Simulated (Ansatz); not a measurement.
# C5H5NO: a ladder of functionals and wavefunction methods

The task here is to estimate one member of a computed series from the others.

The runs use Ansatz 0.2.0, Gaussian basis; functionals in def2-TZVPP, the program's frozen cores in correlated methods.

The runs, in order: LDA (SPW92), PBE-D4, revPBE-D4, BLYP-D4, r2SCAN-D4, B97M-V, PBE0-D4, B3LYP-D4, r2SCANh-D4, r2SCAN0-D4, HSE06-D4, BHLYP-D4, CAM-B3LYP-D4, LC-ωPBE, ωB97X-V, ωB97M-V, B2PLYP, PBE-QIDH; CCSD(T)/def2-SVP; CCSD(T)/def2-TZVPP; MP2/def2-QZVPP; extrapolation to the limit; RPA on PBE.

## The relaxed structure

The geometry comes from an earlier relaxation with PBE0-D4 in a triple-zeta def2 set; it is a stationary point, not always the lowest conformer.

12 atoms, charge 0, spin multiplicity 1.

Atoms are counted from 1 here; the program's logs count them from 0.

Bond lengths: O1–C2 1.347 Å, O1–H8 0.962 Å, C2–C3 1.389 Å, C2–C7 1.389 Å, C3–C4 1.383 Å, C3–H9 1.083 Å, C4–N5 1.331 Å, C4–H10 1.087 Å, N5–C6 1.327 Å, C6–C7 1.385 Å, C6–H11 1.087 Å, C7–H12 1.085 Å. Angles: C2–O1–H8 109.6°, O1–C2–C3 118.4°, O1–C2–C7 123.2°, C3–C2–C7 118.4°, C2–C3–C4 118.1°, C2–C3–H9 120.3°, C4–C3–H9 121.6°, C3–C4–N5 124.5°, C3–C4–H10 119.4°, N5–C4–H10 116.1°, C4–N5–C6 116.5°, N5–C6–C7 124.2°, N5–C6–H11 116.3°, C7–C6–H11 119.5°, C2–C7–C6 118.3°, C2–C7–H12 121.2°, C6–C7–H12 120.5°.

The first run:

in.yaml

```yaml
crystal:
  periodic: [false, false, false]
  atoms:
    - {symbol: O, position_ang: [-0.055078, -1.744058, 1.456401]}
    - {symbol: C, position_ang: [-0.012642, -0.702097, 0.603436]}
    - {symbol: C, position_ang: [0.735406, 0.412221, 0.959887]}
    - {symbol: C, position_ang: [0.775149, 1.478551, 0.080428]}
    - {symbol: N, position_ang: [0.143724, 1.513198, -1.090306]}
    - {symbol: C, position_ang: [-0.565716, 0.438805, -1.412599]}
    - {symbol: C, position_ang: [-0.680288, -0.687732, -0.614617]}
    - {symbol: H, position_ang: [-0.604610, -2.441227, 1.085858]}
    - {symbol: H, position_ang: [1.268051, 0.433856, 1.902127]}
    - {symbol: H, position_ang: [1.353848, 2.361659, 0.337347]}
    - {symbol: H, position_ang: [-1.080040, 0.470782, -2.369500]}
    - {symbol: H, position_ang: [-1.277793, -1.533958, -0.938463]}
basis:
  gaussian: {orbitals: def2-TZVPP}
hamiltonian: {xc: lda}
output: {orbitals: {seedname: orbitals}}
```

Started as:

```console
ansatz run in.yaml --threads 4 --pin off --events-out ev --progress --plain --max-ram 10444MiB
```

Among the steps run: LDA; PBE-D4 (GGA); revPBE-D4 (GGA); BLYP-D4 (GGA); r2SCAN-D4 (meta-GGA); B97M-V (meta-GGA); PBE0-D4 (hybrid); B3LYP-D4 (hybrid); r2SCANh-D4 (hybrid); r2SCAN0-D4 (hybrid); HSE06-D4 (hybrid); BHLYP-D4 (hybrid); CAM-B3LYP-D4 (range-separated); LC-ωPBE (range-separated); ωB97X-V (range-separated); ωB97M-V (range-separated); B2PLYP (double hybrid); PBE-QIDH (double hybrid).

One table of the session follows, with a row left open; its other results are not shown here.

It belongs to the step «Frontier levels by functional». 

```
  functional  HOMO (eV)  gap (eV)
 LDA (SPW92)      -5.95      4.25
      PBE-D4      -5.83      4.41
   revPBE-D4      -5.78      4.46
     BLYP-D4      -5.73      4.45
   r2SCAN-D4      -6.18      4.95
      B97M-V      -6.38      5.24
     PBE0-D4      -7.42      6.93
    B3LYP-D4      -7.18      6.48
  r2SCANh-D4      -6.77      5.88
  r2SCAN0-D4      -7.58      7.19
    HSE06-D4      -7.02      6.16
    BHLYP-D4      -8.38      8.95
CAM-B3LYP-D4          ?         ?
     LC-ωPBE      -9.97     11.63
     ωB97X-V      -9.62     11.27
     ωB97M-V      -9.55     11.11
```

Estimate the missing values for CAM-B3LYP-D4.

**Answer.** HOMO (eV): -8.68; gap (eV): 9.28. In the column «HOMO (eV)» it lies between ωB97M-V (-9.55) and BHLYP-D4 (-8.38).
